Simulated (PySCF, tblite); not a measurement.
# C2H6ClSi4 radical: geometry, infrared bands and EPR parameters

What infrared bands and EPR parameters should C2H6ClSi4 radical (`[C]#C[Si@@H]1[SiH2][SiH2][Si@H]1Cl`) show?

The runs use tblite 0.8.0 and PySCF 2.14.0, with density-fitted response routines of our own; the level of theory stands in each step. All values are computed, except where a source is named. Atoms are numbered from 0 throughout.

### Step 1. The molecule as given

13 atoms, charge 0, multiplicity 2; geometry from: force field or distance geometry start.

Bonds of the start (Å): C0–C1 1.54, C1–Si2 1.86, Si2–Si3 2.28, Si3–Si4 2.28, Si4–Si5 2.27, Si5–Cl6 2.04, Si5–Si2 2.28, Si2–H7 1.49, Si3–H8 1.50, Si3–H9 1.48, Si4–H10 1.49, Si4–H11 1.49, Si5–H12 1.49.

### Step 2. Relaxing the molecule with GFN2-xTB

The job: settings as JSON, then the geometry in Å.

```
{"job": {"kind": "relax", "xc": "GFN2-xTB", "basis": "xTB"}, "charge": 0, "multiplicity": 2}
C      3.209400     0.553000    -2.144000
C      2.331600     0.281200    -0.909000
Si     1.282200    -0.051400     0.584900
Si    -0.282800    -1.640200     0.107300
Si    -1.598600     0.030500    -0.705600
Si    -0.445200     1.436200     0.654600
Cl    -1.272100     1.595400     2.511100
H      2.025200    -0.244900     1.862300
H     -0.847100    -2.269300     1.344500
H      0.139400    -2.656400    -0.888300
H     -3.050100    -0.115100    -0.409300
H     -1.331200     0.285900    -2.151500
H     -0.165100     2.795600     0.125300
```

Launch:

```bash
$ OMP_NUM_THREADS=1 python probes_run.py task.json out
```

This one command runs all jobs of the session in turn.

**Question.** This job is followed by: GFN2-xTB harmonic vibrations, gas phase; UKS B3LYP, pcH-1 on C Cl H Si, non-relativistic, mean-field spin-orbit, GIAO. Predict these results of the whole session: strongest single infrared mode (GFN2-xTB); zero-point energy (GFN2-xTB); g(iso) (B3LYP); ⟨S²⟩; largest a(iso); surface potential, 1st and 99th percentile.

**Answer**, as computed:

| quantity | value |
| --- | --- |
| strongest single infrared mode (GFN2-xTB) | 1965 cm⁻¹, 1276 km/mol |
| zero-point energy (GFN2-xTB) | 35.7 kcal/mol |
| g(iso) (B3LYP) | 2.00360 |
| ⟨S²⟩ | 0.759 (exact 0.75) |
| largest a(iso) | 13C on C0, 487.9 MHz |
| surface potential, 1st and 99th percentile | -0.87 V and 1.90 V |

What this shows: The optimisation took 94 steps and gained 2.689 eV; among the close pairs (by a distance rule), C0–C1 changed most, from 1.539 to 1.218 Å. All 33 modes are real, so the xTB geometry is a minimum. The strongest single mode, at 1965 cm⁻¹, moves mainly C1 and C0. GFN2-xTB is a fitted tight-binding method: band positions and strengths are rough. Its intensities can rank the bands wrongly. Most of the unpaired spin sits on C0 (0.77 e). The isotropic g lies 1.3 ppt above the free-electron value.
